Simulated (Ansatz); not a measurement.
# Ti₂H, space group Pn-3m: a projected density of states

With Ansatz 0.2.0, Python API.

Input file `POSCAR`:
```text
Ti2H
1.0
   4.22919937    0.00000000    0.00000000
   0.00000000    4.22919937    0.00000000
   0.00000000    0.00000000    4.22919937
Ti H
4 2
Direct
   0.25000000    0.75000000    0.25000000
   0.75000000    0.25000000    0.25000000
   0.25000000    0.25000000    0.75000000
   0.75000000    0.75000000    0.75000000
   0.00000000    0.00000000    0.00000000
   0.50000000    0.50000000    0.50000000
```

The cells in order, each with its output:

```python
from dataclasses import dataclass
import warnings

import ansatz as az
from ase.io import read
import numpy as np


@dataclass
class RunConfig:
    k_length: int = 24
    filling: str = "fermi_dirac"
    width_ev: float = 0.05
    extra_bands: int = 18
```

```python
opts = RunConfig()
```

```python
warnings.simplefilter("ignore", az.DeckWarning)
```

```python
atoms = read("POSCAR", format="vasp")
system = az.Crystal.from_ase(atoms)

system.resolved().sites[-1]
```

    Site(symbol='H', position=(0.5, 0.5, 0.5), moment=None, axis=None, held=None, saved=None)

```python
setup = (
    system.calculation()
    .functional(az.Functional.PBESOL)
    .basis(34 * az.Ry)
    .kpoints(length=opts.k_length)
    .occupations(opts.filling, width=opts.width_ev)
    .scf(extra_bands=opts.extra_bands)
    .density_of_states(projected=True, method="smearing", broadening_width=0.15, energy_step=0.1)
)
history = []
res = setup.session().plan().execute(on_event=lambda event: history.append(event["data"]["dr2_ev"]) if event["event"] == "scf_iter" else None)
data = res.report
```

    

```python
data["kweights"]
```

    [0.004629629629629629, 0.027777777777777776, 0.027777777777777776, 0.013888888888888888,
     0.05555555555555555, 0.1111111111111111, 0.05555555555555555, 0.05555555555555555,
     0.05555555555555555, 0.013888888888888888, 0.037037037037037035, 0.1111111111111111,
     0.05555555555555555, 0.1111111111111111, 0.1111111111111111, 0.027777777777777776,
     0.037037037037037035, 0.05555555555555555, 0.027777777777777776, 0.004629629629629629]

```python
data["free_energy_ev"]
```

    -9928.289993882026

```python
print("density residual by iteration (eV):", " ".join(f"{value:.1e}" for value in history[:40]))
```

    density residual by iteration (eV): 9.4e-02 2.5e-02 7.5e-04 4.2e-05 7.3e-07 1.6e-08

```python
dos = res.density_of_states()
energy = np.asarray(dos.energies_ev) - dos.fermi_ev
curves = {}
for site in res.projected_density_of_states().sites:
    for shell in site.shells:
        weight = sum(np.sum(curve.g_bin_mean_per_ev, axis=0) for curve in shell.curves)
        name = f"{site.species} {shell.label}"
        curves[name] = curves.get(name, 0) + weight

print("E-EF   " + " ".join(f"{name:>8s}" for name in curves))
for e in np.arange(-8, 4 + 0.1, 1.0):
    print(f"{e:5.1f}  " + " ".join(f"{np.interp(e, energy, g):8.3f}" for g in curves.values()))
```

    E-EF      Ti 3S    Ti 4S    Ti 3P    Ti 3D     H 1S
     -8.0     0.057    0.192    0.005    0.073    0.156
     -7.0     0.091    0.442    0.039    0.552    0.854
     -6.0     0.011    0.109    0.023    0.108    0.331
     -5.0     0.003    0.053    0.027    0.076    0.431
     -4.0     0.000    0.000    0.002    0.000    0.029
     -3.0     0.018    0.358    0.009    0.469    0.058
     -2.0     0.008    1.141    0.032    2.863    0.077
     -1.0     0.003    0.266    0.036    6.311    0.007
      0.0     0.007    0.292    0.021    5.120    0.021
      1.0     0.006    0.140    0.007    7.064    0.002
      2.0     0.003    0.087    0.004    6.503    0.018
      3.0     0.006    0.119    0.002   10.738    0.045
      4.0     0.038    0.625    0.001    1.820    0.038

Total energies depend on the potentials; only differences at equal settings carry meaning. A total without «per atom» is that of the cell as typed. For a metal this k-point mesh is coarse: on a finer one energies can move by several to tens of meV an atom and pressures by half a GPa or more, differences at one mesh by less. This cell is a computed structure, which may not be the phase found in nature. Curves are summed over the cell's atoms. Only shells that the potentials hold have channels, so projections don't add up to the total, least of all where a shell is missing (p of most metals); heights and places of peaks move with the mesh. The computed bands are complete only to about 7.1 eV above the Fermi level; beyond that the density of states is undercounted. Wall time of the script: 4.3 s on 1 thread of Arm Neoverse V2, with other jobs on the host, peak memory 0.46 GiB.

(Lines on the test bed's own set-up are left out of the output.)
